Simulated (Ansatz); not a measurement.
# NiI2: the cost of one run

Method: DFT LDA+U (U_eff = 7 eV on Ni d), plane waves, PAW, in Ansatz 0.2.0.

3 further runs of the same task are left out: 3 that didn't finish.

## (1) The starting structure

Symmetry: Fm-3m, No. 225, cubic system. The conventional cell has a = 6.927 Å, b = 6.927 Å, c = 6.927 Å, α = 90.00°, β = 90.00°, γ = 90.00°. Ni (site symmetry m-3m) is surrounded by 8 I at 3.00 Å. I (site symmetry -43m) is surrounded by 4 Ni at 3.00 Å.

Structure file:

```xyz
6
Lattice="0.0000 3.4633 3.4633 6.9266 3.4633 3.4633 6.9266 6.9266 0.0000" Properties=species:S:1:pos:R:3 pbc="T T T"
Ni    0.0000    0.0000    0.0000
I     1.7317    1.7317    1.7317
I     5.1950    5.1950    5.1950
Ni    3.4633    3.4633    0.0000
I     5.1950    5.1950    1.7317
I     8.6583    8.6583    5.1950
```

## (2) Ferromagnetic start, free, symmetry kept, no search

input.yaml

```yaml
crystal:
  lattice:
    - [0.0, 3.46331984, 3.46331984]
    - [6.92663968, 3.46331984, 3.46331984]
    - [6.92663968, 6.92663968, 0.0]
  atoms:
    - { symbol: Ni, position: [0.0, 0.0, 0.0], spin: 2.0 }
    - { symbol: I, position: [0.25, 0.25, 0.0] }
    - { symbol: I, position: [0.75, 0.75, 0.0] }
    - { symbol: Ni, position: [0.0, 0.0, 0.5], spin: 2.0 }
    - { symbol: I, position: [0.25, 0.25, 0.5] }
    - { symbol: I, position: [0.75, 0.75, 0.5] }
basis:
  ecutwfc: 420
  ecutrho_ratio: 4
kpoints:
  mp_grid: { grid: [5, 5, 5] }
hamiltonian:
  xc: lda
  hubbard:
    sites: [{ site: 0, l: d, u_eff: 7.0 }, { site: 3, l: d, u_eff: 7.0 }]
scf:
  occupations: { method: gaussian, width: 0.05 }
  lower_state_search: "off"
  max_iter: 150
output:
  forces: true
  stress: true
  eigenvalues: true
  populations: true
  hubbard: { sites: [{ site: 0, l: d }, { site: 3, l: d }] }
magnetization:
  spin_polarized: true
```

Started as:

```console
> ansatz run input.yaml --threads 4 --pin off --max-ram 6144MiB --backend cpu --events-out ev --progress --plain --runs-dir out
```

Q: Estimate wall time and peak memory on 4 threads of Arm Neoverse N1, shared host.

About 22 s, with a peak of 0.82 GiB.
